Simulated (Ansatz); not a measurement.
# CsPbBr3: the cost of one run

Computed with Ansatz 0.2.0 (reference: DFT r2SCAN, plane waves, PAW, scalar-relativistic, no spin polarisation, unless a step's input says otherwise).

## Step 1: Starting point

Symmetry: Pm-3m, No. 221, cubic system. Conventional cell: a = 5.918 Å, b = 5.918 Å, c = 5.918 Å, α = 90.00°, β = 90.00°, γ = 90.00°. Around Br (site symmetry 4/mmm) lie 2 Pb at 2.96 Å and 4 Cs at 4.18 Å. Pb (site symmetry m-3m) has 6 Br at 2.96 Å as nearest neighbours. Cs (site symmetry m-3m) has 12 Br at 4.18 Å as nearest neighbours.

Coordinates:

```cif
data_structure
_symmetry_space_group_name_H-M 'P 1'
_symmetry_Int_Tables_number 1
_cell_length_a 5.9176
_cell_length_b 5.9176
_cell_length_c 5.9176
_cell_angle_alpha 90.000
_cell_angle_beta 90.000
_cell_angle_gamma 90.000
_cell_volume 207.22
loop_
_atom_site_label
_atom_site_type_symbol
_atom_site_fract_x
_atom_site_fract_y
_atom_site_fract_z
_atom_site_occupancy
Br1 Br 0.00000 0.50000 0.50000 1
Br2 Br 0.50000 0.00000 0.50000 1
Br3 Br 0.50000 0.50000 0.00000 1
Pb1 Pb 0.50000 0.50000 0.50000 1
Cs1 Cs 0.00000 0.00000 0.00000 1
```

## Step 2: Reference

The input, input.yaml:

```yaml
crystal:
  lattice:
    - [5.917615, 0.0, 0.0]
    - [0.0, 5.917615, 0.0]
    - [0.0, 0.0, 5.917615]
  atoms:
    - { symbol: Br, position: [0.0, 0.5, 0.5] }
    - { symbol: Br, position: [0.5, 0.0, 0.5] }
    - { symbol: Br, position: [0.5, 0.5, 0.0] }
    - { symbol: Pb, position: [0.5, 0.5, 0.5] }
    - { symbol: Cs, position: [0.0, 0.0, 0.0] }
  symmetry: { tolerance: 0.0003 }
kpoints:
  mp_grid: { grid: [3, 3, 3], shift: [0, 0, 0] }
magnetization:
  spin_polarized: false
scf:
  occupations: { method: methfessel_paxton, width: 0.0575 }
hamiltonian:
  pseudopotentials: { kind: paw }
  xc: r2scan
basis:
  ecutwfc: 500
output:
  forces: true
  stress: true
  eigenvalues: true
  write_density: true
  write_potential: true
  elf: true
  volumetric_format: npy
```

Command:

```sh
$ ansatz run input.yaml --threads 1 --pin off --max-ram 2560MiB --backend cpu --events-out ev --progress --plain --runs-dir out
```

**Question.** How long does this run take on 1 thread of Arm Neoverse V1, shared host, and how much memory does it need?

About 7.8 s, with a peak of 0.76 GiB.
